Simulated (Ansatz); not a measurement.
**NiClO: relaxing cell and atoms, part 1 of 2**

The start is NiClO, a borrowed structure type, volume estimated. Where does it settle when we relax cell and atoms, and what is it like there?

Computed, not measured: Ansatz 0.2.0, DFT, PBEsol, spin-orbit coupling, plane waves, PAW.

**1. The system as given**

Symmetry: Pmmn, No. 59, orthorhombic system. Conventional cell: a = 3.278 Å, b = 3.725 Å, c = 7.600 Å, α = 90.00°, β = 90.00°, γ = 90.00°. Ni (site symmetry mm2) has 4 O at 1.87 to 2.13 Å and 2 Cl at 2.28 Å as nearest neighbours. Cl (site symmetry mm2) has 2 Ni at 2.28 Å as nearest neighbours. O (site symmetry mm2) is surrounded by 4 Ni at 1.87 to 2.13 Å.

Its coordinates follow in the input file.

It starts from an earlier solution of the starting cell (checkpoint.read).

**2. Relaxing**

Input file input.yaml:

```yaml
crystal:
  lattice:
    - [3.72526873, 0.0, 0.0]
    - [0.0, 7.59954717, 0.0]
    - [0.0, 0.0, 3.2782366]
  atoms:
    - { symbol: Ni, position: [0.0, 0.097, 0.5], spin: 2, spin_axis: [0.0, 0.0, 1.0] }
    - { symbol: Ni, position: [0.5, 0.903, 0.0], spin: -2, spin_axis: [0.0, 0.0, 1.0] }
    - { symbol: Cl, position: [0.0, 0.305, 0.0] }
    - { symbol: Cl, position: [0.5, 0.695, 0.5] }
    - { symbol: O, position: [0.0, 0.917, 0.0] }
    - { symbol: O, position: [0.5, 0.083, 0.5] }
kpoints:
  mp_grid: { grid: [5, 3, 6], shift: [0, 0, 0] }
magnetization:
  noncollinear: true
  spin_orbit: true
scf:
  occupations: { method: fermi_dirac }
  lower_state_search: "off"
hamiltonian:
  pseudopotentials: { kind: paw_fr }
  xc: pbesol
basis:
  ecutwfc: 420
  fft_grid_basis: typed
relax:
  max_steps: 80
  cell: { p_target: 0.0 }
  f_tol: 0.03
output:
  forces: true
  stress: true
  eigenvalues: true
  bader: true
  populations: true
  elf: true
  write_potential: true
  volumetric_format: npy
  dos:
    e_range: [-12, 8]
    de: 0.05
    projected: { site_lists: { Cl: [Cl], Ni: [Ni], O: [O] } }
    method: { smearing: { sigma: 0.1, scheme: gaussian } }
  write_density: true
checkpoint:
  read: saved_state
```

Run with:

```console
$ ansatz run input.yaml --threads 2 --pin off --max-ram 3584MiB --backend cpu --events-out ev --progress --plain --runs-dir out
```

The log of the run, cut to the lines that bear on the results:

```text
Warning: checkpoint.read: basis.xc_grid differs: saved 1, current 2 (points along each axis for each point of the dense box; where the key is left out runs that use forces, runs that use the stress, dielectric runs by a finite field, finite-displacement phonons, runs of [...]
Warning: RAYON_NUM_THREADS=2 ignored (pool sized by the plan → 2); use --threads N
[...]
Pseudopotentials: kind: paw_fr
Pseudopotential: Ni, paw_fr, valence charge 18, recommended cutoff 420 eV (normal), Ni.paw.azcp#standard-fr
Pseudopotential: Cl, paw_fr, valence charge 7, recommended cutoff 420 eV (normal), Cl.paw.azcp#standard-fr
Pseudopotential: O, paw_fr, valence charge 6, recommended cutoff 420 eV (normal), O.paw.azcp#standard-fr
Functional definition: PBEsol
[...]
Crystal: 6 atoms, lattice volume = 92.808 Å³
Basis set: ecut = 420 eV, 1823 PW (Γ), exchange–correlation on 50×108×48 points (8 copies of the dense FFT grid, shifted against one another)
Bands: 76, of which v1, the nominal top of the filled ones, is band 62 counted from 1 (61 counted from 0)
Symmetry: 4 space group operations + 4 with time reversal
Magnetic group: BNS 59.407 (UNI 505), of the structure as read, at distance tolerance 4.5e-5 Å
k-points: 40 of 90
Projection manifold: j_resolved (fully-relativistic pseudo-atomic orbitals)
[...]
Starting moments: Σ|m| = 4 μB on 2 of 6 sites; this step starts from the density that it was given
[...]
SCF iter   1: F=—  HF=-14851.639333 eV  |F-HF|=—  |Δ(HF+E_count)|=         —  Δρ=2.73e-2  dr2=6.94e-2  dr2_m=8.22e-2  ethr=1.22e-4  |M|=3.76e-16 ∫|m|=1.78e0 μB  |m|>n=2.5e-2 m-floor=2.6e-2 τ_xc=2.7e-2 mc-row=2.6e-2 uncertified=81  β_m=0.30  ⟨swp⟩=2.4  Hψ=18776  notcnv=0
[...]
spin-set hold released at iteration 15 (site moments contracting): the magnetisation degrees of freedom join the quasi-Newton model from the next iteration; the mixer history was flushed
[...]
SCF iter  21: F=—  HF=-14852.142526 eV  |F-HF|=—  |Δ(HF+E_count)|=   1.95e-5  Δρ=1.54e-4  dr2=2.45e-5  dr2_m=8.85e-7  ethr=1.34e-8  |M|=1.07e-16 ∫|m|=1.30e0 μB  |m|>n=0.0e0 m-floor=0.0e0 τ_xc=7.4e-4 mc-row=0.0e0  β_m=0.64  ⟨swp⟩=2.5  Hψ=6298  notcnv=0  defer=130
```

**3. The output, continued**

Output, continued, cut to the lines that bear on the results:

```text
SCF iter  22: F=—  HF=-14852.142524 eV  |F-HF|=—  |Δ(HF+E_count)|=   2.51e-6  Δρ=4.12e-5  dr2=2.80e-6  dr2_m=1.92e-7  ethr=1.34e-8  |M|=1.04e-16 ∫|m|=1.30e0 μB  |m|>n=0.0e0 m-floor=0.0e0 τ_xc=7.3e-4 mc-row=0.0e0  β_m=0.64  ⟨swp⟩=2.0  Hψ=4688  notcnv=0  defer=130
[...]
relax step   1: F+E_penalty+E_count = -14852.14252512 eV  Δ(F+E_penalty+E_count) = +0.000e0 eV  max|allowed force component| = 1.935e0 eV/Å  Δτ_max = 0.0000 Å  P = -4.755 GPa  Ω = 92.808 Å³  (24 SCF iters, dr2 threshold 1.00e-7 eV, accepted)
[...]
relax step   7: F+E_penalty+E_count = -14852.87197379 eV  Δ(F+E_penalty+E_count) = +2.604e-4 eV  max|allowed force component| = 7.034e-4 eV/Å  Δτ_max = 0.0053 Å  P = +0.001 GPa  Ω = 88.451 Å³  energy of the carried Pulay correction = +8.402e-3 eV  (10 SCF iters, dr2 threshold 2.32e-8 eV, accepted)
[...]
relax step   8: F+E_penalty+E_count = -14852.86731809 eV  Δ(F+E_penalty+E_count) = +4.656e-3 eV  max|allowed force component| = 7.725e-4 eV/Å  Δτ_max = 0.0000 Å  P = -0.076 GPa  Ω = 88.451 Å³  stress off target by 1.87e-1 GPa  SCF on the basis re-selected at this cell (its energy is not [...]
[...]
```

**4. More of the same log**

The log, continued:

```text
relax step   9: F+E_penalty+E_count = -14852.86744808 eV  Δ(F+E_penalty+E_count) = -1.300e-4 eV  max|allowed force component| = 7.868e-4 eV/Å  Δτ_max = 0.0003 Å  P = +0.006 GPa  Ω = 88.418 Å³  energy of the carried Pulay correction = +6.546e-5 eV  (10 SCF iters, dr2 threshold 8.74e-8 eV, accepted)
Projection manifold: j_resolved (fully-relativistic pseudo-atomic orbitals)
iter 1 solved again at ethr=9.57e-7 eV; its pass at ethr=3.10e-3 eV (dr2=5.93e-4 eV) is discarded
SCF iter   1: F=—  HF=-14852.867409 eV  |F-HF|=—  |Δ(HF+E_count)|=         —  Δρ=7.93e-6  dr2=9.33e-9  dr2_m=6.05e-10  ethr=9.57e-7  |M|=7.94e-17 ∫|m|=9.88e-1 μB  |m|>n=0.0e0 m-floor=0.0e0 τ_xc=2.6e-4 mc-row=0.0e0  β_m=0.30  ⟨swp⟩=3.0  Hψ=23219  notcnv=0
eigensolver tolerance schedule: the retry pair's looser diagonalisation over-reported the residual by 63549.56 of it (diagonalisation noise at an unbounded share of the residual, at the tolerance the schedule requests for it); recorded, not acted on — ethr = c·dr2/N_el stays at c = 1.0e-1
SCF iter   2: F=—  HF=-14852.867415 eV  |F-HF|=—  |Δ(HF+E_count)|=   5.53e-6  Δρ=5.77e-6  dr2=9.67e-9  dr2_m=4.48e-10  ethr=1.51e-11  |M|=2.48e-16 ∫|m|=9.88e-1 μB  |m|>n=0.0e0 m-floor=0.0e0 τ_xc=2.6e-4 mc-row=0.0e0  β_m=0.34  ⟨swp⟩=3.5  Hψ=8300  notcnv=0
SCF iter   3: F=—  HF=-14852.867415 eV  |F-HF|=—  |Δ(HF+E_count)|=   6.47e-9  Δρ=5.43e-6  dr2=1.67e-8  dr2_m=5.69e-10  ethr=1.51e-11  |M|=2.38e-16 ∫|m|=9.88e-1 μB  |m|>n=0.0e0 m-floor=0.0e0 τ_xc=2.6e-4 mc-row=0.0e0  β_m=0.27  ⟨swp⟩=2.1  Hψ=4202  notcnv=0
SCF iter   4: F=—  HF=-14852.867415 eV  |F-HF|=—  |Δ(HF+E_count)|=   2.96e-9  Δρ=1.40e-6  dr2=4.50e-10  dr2_m=1.39e-10  ethr=1.51e-11  |M|=1.11e-16 ∫|m|=9.88e-1 μB  |m|>n=0.0e0 m-floor=0.0e0 τ_xc=2.6e-4 mc-row=0.0e0  β_m=0.33  ⟨swp⟩=2.0  Hψ=3678  notcnv=0
SCF iter   5: F=-14852.867415 eV  HF=-14852.867415 eV  |F-HF|=1.13e-10  |Δ(HF+E_count)|=  8.19e-10  Δρ=5.69e-7  dr2=9.13e-11  dr2_m=6.26e-11  ethr=1.00e-12  |M|=8.88e-17 ∫|m|=9.88e-1 μB  |m|>n=0.0e0 m-floor=0.0e0 τ_xc=2.6e-4 mc-row=0.0e0  ⟨swp⟩=8.7  Hψ=16623  notcnv=0
SCF 10 converged in 5 iterations: F = -14852.867415 eV  dr2 = 9.13e-11
relax step  10: F+E_penalty+E_count = -14852.86741481 eV  Δ(F+E_penalty+E_count) = +3.327e-5 eV  max|allowed force component| = 8.286e-4 eV/Å  Δτ_max = 0.0000 Å  P = +0.006 GPa  Ω = 88.418 Å³  stress off target by 3.10e-2 GPa  SCF on the basis re-selected at this cell (its energy is not comparable with the rows above)  (5 SCF iters)
basis re-selected at this cell: Δ(F+E_penalty+E_count) = +3.327e-5 eV, ΔP = -0.001 GPa vs the last step (what re-selecting the basis moved, of the pressure what is left beyond the Pulay correction that the steps carried, after the strain that the cell walked since its last selection, with what the two solves' SCF thresholds leave and, on support functions, any second-order correction that the steps lacked; it is no measure of the basis error at this ecutwfc). This SCF's stress stands 3.10e-2 GPa from its target on what of the cell is left free (relax.cell.stress_tol is 5.00e-2 GPa) and its largest allowed force component is 8.29e-4 eV/Å (relax.f_tol is 3.00e-2 eV/Å): within both
SCF converged after 5 iterations
Magnetization: |M| = 0.0000 μB,  M = (-0.0000, -0.0000, +0.0000) μB
Absolute magnetization: 0.9882 μB (∫|m|, with the PAW one-centre terms)
  site 0: m = (+0.0000, +0.0000, +0.3733) μB, |m| = 0.3733 μB  (R = 0.79 Å)
  site 1: m = (-0.0000, -0.0000, -0.3733) μB, |m| = 0.3733 μB  (R = 0.79 Å)
  site 2: m = (-0.0000, +0.0000, +0.0444) μB, |m| = 0.0444 μB  (R = 0.91 Å)
  site 3: m = (+0.0000, -0.0000, -0.0444) μB, |m| = 0.0444 μB  (R = 0.91 Å)
  site 4: m = (+0.0000, +0.0000, +0.0147) μB, |m| = 0.0147 μB  (R = 0.79 Å)
  site 5: m = (-0.0000, +0.0000, -0.0147) μB, |m| = 0.0147 μB  (R = 0.79 Å)
Free energy (F): -14852.867415 eV
Harris-Foulkes:  -14852.867415 eV  (|F-HF|=1.13e-10)
Internal energy: -14852.731228 eV  (E = F + TS)
E sigma→0 (E₀):  -14852.799322 eV
Entropy (-TS):   -0.136186 eV (-22.698 meV/atom)
Fermi energy:    6.989939 eV
--- Per-component energies (eV) ---
  E_band       = -1018.299124
  E_kinetic    = 1224.552094
  E_local      = -15653.497670  (includes V_loc(G=0)·N_el)
  E_nonlocal   = 1425.226114
  E_hartree    = 6863.201492
  E_xc         = -523.058518
  E_vxc        = -643.772383  (∫ρ·V_xc dr)
  E_paw        = -4770.145594  (= ΣΔE_a)
  E_vpaw       = -1097.215675  (= ΣTr[D̂ρ^β])
  E_aug_tail   = 0.005927  (compensation charges beyond the density's cutoff)
  E_ewald      = -3419.639647
  E_core_change = 0.624574  (= ΣΔE_core)
  E_smearing   = -0.136186  (= −TS)
  E_closure    = -0.000000  (closes the sum)
  Σ components = -14852.867415   (vs F -14852.867415, Δ=0.00e0)
--- Forces (eV/Å), atoms counted from 1 ---
  atom   1  Ni    -0.00000000    -0.00082864     0.00000000
  atom   2  Ni     0.00000000     0.00082864    -0.00000000
  atom   3  Cl     0.00000000    -0.00057623    -0.00000000
  atom   4  Cl    -0.00000000     0.00057623     0.00000000
  atom   5  O      0.00000000    -0.00076592    -0.00000000
  atom   6  O     -0.00000000     0.00076592     0.00000000
  max |Σ_I F_I| component: 2.17e-19 eV/Å
--- Stress (GPa, compression-positive) ---
        0.030978       0.000000       0.000000
        0.000000      -0.006648      -0.000000
        0.000000      -0.000000      -0.007637
  P = ⅓ Tr σ = 0.0056 GPa (0.056 kbar)
--- Band table (eV; the first three rows and the last of 40) ---
  k-point 0: bands = ["-96.9722", "-96.9722", "-96.4812", "-96.4812", "-58.8307", "-58.8307", "-58.7147", "-58.7147", "-56.7473", "-56.7473", "-56.6368", "-56.6368", "-56.4609", "-56.4609", "-56.2890", "-56.2890", "-12.9847", "-12.9847", "-11.0733", "-11.0733", "-8.6352", "-8.6352", "-8.5608", "-8.5608", "0.0498", "0.0498", "0.6654", "0.6654", "1.1802", "1.1802", "1.2647", "1.2647", "2.4858", "2.4858", "2.9931", "2.9931", "3.8073", "3.8073", "3.9238", "3.9238", "3.9582", "3.9582", "3.9618", "3.9618", "4.2595", "4.2595", "4.6098", "4.6098", "4.8436", "4.8436", "5.1518", "5.1518", "5.2007", "5.2007", "5.3748", "5.3748", "6.2900", "6.2900", "6.4683", "6.4683", "6.5256", "6.5256", "7.1049", "7.1049", "7.4678", "7.4678", "7.9153", "7.9153", "12.4201", "12.4201", "13.9477", "13.9477", "15.2931", "15.2931", "15.7272", "15.7272"]
  k-point 1: bands = ["-96.9721", "-96.9721", "-96.4811", "-96.4811", "-58.8311", "-58.8311", "-58.7157", "-58.7157", "-56.7471", "-56.7471", "-56.6382", "-56.6382", "-56.4630", "-56.4630", "-56.2887", "-56.2887", "-12.8144", "-12.8144", "-11.1458", "-11.1458", "-8.4890", "-8.4890", "-8.4040", "-8.4040", "0.2281", "0.2281", "0.6409", "0.6409", "1.1517", "1.1517", "1.5168", "1.5168", "2.2973", "2.2973", "2.8823", "2.8823", "3.3223", "3.3223", "3.3784", "3.3784", "3.7883", "3.7883", "3.9417", "3.9417", "4.0909", "4.0909", "4.3059", "4.3059", "4.8413", "4.8413", "5.2552", "5.2552", "5.3901", "5.3901", "5.5411", "5.5411", "6.2700", "6.2700", "6.4380", "6.4380", "6.4763", "6.4763", "6.7285", "6.7285", "7.2546", "7.2546", "7.5601", "7.5601", "13.2391", "13.2391", "14.4151", "14.4151", "15.8757", "15.8757", "16.4349", "16.4349"]
  k-point 2: bands = ["-96.9718", "-96.9718", "-96.4808", "-96.4808", "-58.8320", "-58.8320", "-58.7178", "-58.7178", "-56.7466", "-56.7466", "-56.6410", "-56.6410", "-56.4672", "-56.4672", "-56.2882", "-56.2882", "-12.3714", "-12.3714", "-11.3922", "-11.3922", "-8.1570", "-8.1570", "-8.0637", "-8.0637", "0.6093", "0.6093", "0.7424", "0.7424", "1.0898", "1.0898", "1.3761", "1.3761", "1.7364", "1.7364", "2.3667", "2.3667", "2.4588", "2.4588", "2.5873", "2.5873", "3.7494", "3.7494", "3.7803", "3.7803", "4.1538", "4.1538", "4.3588", "4.3588", "5.0974", "5.0974", "5.2600", "5.2600", "5.4539", "5.4539", "5.5872", "5.5872", "6.0719", "6.0719", "6.2196", "6.2196", "6.3044", "6.3044", "6.4455", "6.4455", "7.0675", "7.0675", "7.6570", "7.6570", "14.4560", "14.4560", "14.8195", "14.8195", "15.1320", "15.1320", "15.6697", "15.6697"]
  k-point 39: bands = ["-96.9717", "-96.9717", "-96.4807", "-96.4807", "-58.8325", "-58.8325", "-58.7190", "-58.7190", "-56.7464", "-56.7464", "-56.6426", "-56.6426", "-56.4693", "-56.4693", "-56.2880", "-56.2880", "-11.7656", "-11.7656", "-11.7372", "-11.7372", "-7.9163", "-7.9163", "-7.8454", "-7.8454", "0.2059", "0.2059", "0.2084", "0.2084", "1.2074", "1.2074", "1.2476", "1.2476", "1.3119", "1.3119", "1.4275", "1.4275", "2.6334", "2.6334", "2.8947", "2.8947", "3.5392", "3.5392", "3.5442", "3.5442", "4.3483", "4.3483", "4.4435", "4.4435", "4.9227", "4.9227", "5.1418", "5.1418", "5.1773", "5.1773", "5.3607", "5.3607", "5.7539", "5.7539", "5.8935", "5.8935", "6.7965", "6.7965", "6.8553", "6.8553", "7.7749", "7.7749", "7.8137", "7.8137", "14.1823", "14.1823", "14.2401", "14.2401", "15.5267", "15.5267", "15.5554", "15.5554"]
--- Relaxed structure (8 steps of the walk, 8 accepted, 2 SCFs on fresh bases) ---
  F+E_penalty+E_count = -14852.86741481 eV   max|allowed force component| = 8.286e-4 eV/Å   (the final SCF, on the basis selected at the relaxed cell)
  cell:  # Å, volume = 88.4181 Å³
    - [3.738783065805319, 0.0, 0.0]
    - [0.0, 7.681801908779278, 0.0]
    - [0.0, 0.0, 3.07856038496034]
  atoms:
    - { symbol: Ni, position: [-2.226525096611497e-87, 0.10941723594053127, 0.5] }
    - { symbol: Ni, position: [0.49999999999999994, 0.890582764059469, 0.0] }
    - { symbol: Cl, position: [4.7229320231152965e-88, 0.3161268142187528, 0.0] }
    - { symbol: Cl, position: [0.49999999999999994, 0.6838731857812472, 0.5] }
    - { symbol: O, position: [2.02411372419227e-88, 0.9471794732938666, 0.0] }
    - { symbol: O, position: [0.49999999999999994, 0.052820526706133665, 0.5] }
--- Löwdin populations: 6 sites ---
  site symbol       q [e]
     0     Ni     16.9348
     1     Ni     16.9348
     2     Cl      7.2271
     3     Cl      7.2271
     4      O      6.6923
     5      O      6.6923
  spilling = 0.004703 (of n_electrons = 62.000000)
--- Bader charges: 6 sites ---
  site symbol  charge [e]  shift [e]  m_x [muB]  m_y [muB]  m_z [muB]
     0     Ni      1.1746     0.0084     0.0000     0.0000     0.3811
     1     Ni      1.1746     0.0084     0.0000     0.0000    -0.3811
     2     Cl     -0.3349     0.0015     0.0000     0.0000     0.0628
     3     Cl     -0.3349     0.0015     0.0000     0.0000    -0.0628
     4      O     -0.8396     0.0069     0.0000     0.0000     0.0179
     5      O     -0.8397     0.0069     0.0000     0.0000    -0.0179
  estimated error of the sums over rays = 3.8e-4 e
```

Wall time 16 min (2 threads of Arm Neoverse V1, shared host); peak memory 0.98 GiB.

The steps of the relaxation:

```tsv
step	energy from step 1 (eV/cell)	largest force component (eV/Å)	pressure (GPa)	volume (Å³)
1	0.0000	1.9348	-4.75	92.81
2	-0.4352	1.4297	-3.39	89.14
3	-0.6863	0.5545	2.88	86.90
4	-0.7074	0.4411	-2.11	88.04
5	-0.7304	0.0294	0.01	87.62
6	-0.7297	0.0102	-0.05	88.29
7	-0.7294	0.0007	0.00	88.45
8	-0.7248	0.0008	-0.08	88.45
9	-0.7249	0.0008	0.01	88.42
10	-0.7249	0.0008	0.01	88.42
```

Step 1 is the start. Steps 8, 10 repeat the geometry before on a plane-wave basis chosen anew for that cell, so the energy can jump there without any move; the table keeps such jumps.

| input's cell | before | after | change |
| --- | --- | --- | --- |
| a (Å) | 3.725 | 3.739 | +0.4 % |
| b (Å) | 7.600 | 7.682 | +1.1 % |
| c (Å) | 3.278 | 3.079 | -6.1 % |
| volume (Å³/atom) | 15.47 | 14.74 | -4.7 % |

The largest move, 0.23 Å, apart from the change of the cell, is shared by several atoms, O5 among them.

**5. Total and projected density of states**

States per cell by energy window, from dos.tsv and pdos.tsv (Gaussian smearing of 0.1 eV; eV from the Fermi level):

```tsv
from	to	total	Cl p	Ni d	O p
-4.5	-4.0	2.36	0.94	0.69	0.63
-4.0	-3.5	2.70	1.40	0.68	0.52
-3.5	-3.0	2.55	1.09	0.59	0.80
-3.0	-2.5	3.93	1.98	1.32	0.58
-2.5	-2.0	0.83	0.12	0.64	0.06
-2.0	-1.5	4.67	0.45	3.81	0.34
-1.5	-1.0	5.36	1.07	3.62	0.60
-1.0	-0.5	1.68	0.44	0.99	0.21
-0.5	0.0	1.55	0.32	0.89	0.27
0.0	0.5	2.01	0.39	1.06	0.49
0.5	1.0	2.81	0.51	1.39	0.85
1.0	1.5	1.31	0.16	0.63	0.50
1.5	2.0	0.00	0.00	0.00	0.00
2.0	2.5	0.00	0.00	0.00	0.00
2.5	3.0	0.00	0.00	0.00	0.00
3.0	3.5	0.00	0.00	0.00	0.00
```

**6. Charges and moments**

By element, from the tables in the log (a charge is positive for electrons lost): Löwdin charges also hold the electrons that the projection spills.

```tsv
element	atoms	Bader charge (e)	Bader volume (Å³)	Löwdin charge (e)	Bader moment, size (μB)
Ni	2	+1.17	8.2	+1.07	0.38
Cl	2	-0.33	25.8	-0.23	0.06
O	2	-0.84	10.2	-0.69	0.02
```

Löwdin charges rest on a small set of atomic orbitals that misses 0.5 % of the electrons, so they need not add up to the cell's charge and can differ from Bader's even in sign.

The main site moments: Ni1 along (0.00, 0.00, 1.00), Ni2 along (0.00, 0.00, -1.00).

**7. Maps of the fields**

Maps in the plane spanned by b and c at height 0.000 along a (axes of the input's cell), one cell: b runs left to right (23 points from zero), c bottom to top (9 points), 90° apart. These are the smooth PAW fields, not the true ones near the nuclei. The spin map shows the z component.

Valence density. Ten steps from '0' (0.00 e/Å³) to '9' (36.10 e/Å³), finer at the low end (step k begins (100^(k/10) - 1)/99 of the way up):
```
42111233331000000001355
22221233321000000000123
13663111110000000000011
26996210000000000000000
26996210000000000000000
13663111110000000000011
22221233321000000000123
42111233331000000001355
52101330232000000001366
```

Spin density, at every second point. Values in e/Å³, 5 rows by 12 columns:
```
 0.03  0.00  0.00  0.02  0.03  0.01  0.00  0.00  0.00  0.00 -0.01  0.03
 0.01  0.17  0.12  0.00  0.01  0.00  0.00  0.00  0.00  0.00  0.00  0.00
 0.01  1.13  0.21  0.00  0.00  0.00  0.00  0.00  0.00  0.00  0.00  0.00
-0.01  0.01  0.01  0.00  0.02  0.01  0.00  0.00  0.00  0.00  0.00  0.00
 0.10  0.00  0.00  0.04  0.01  0.01  0.00  0.00  0.00  0.00 -0.02  0.08
```

Atoms within 0.2 Å of the plane, in fractions of b and c: Ni at (0.11, 0.50), Cl at (0.32, 0.00), O at (0.95, 0.00).

(Continued in part 2 of 2.)
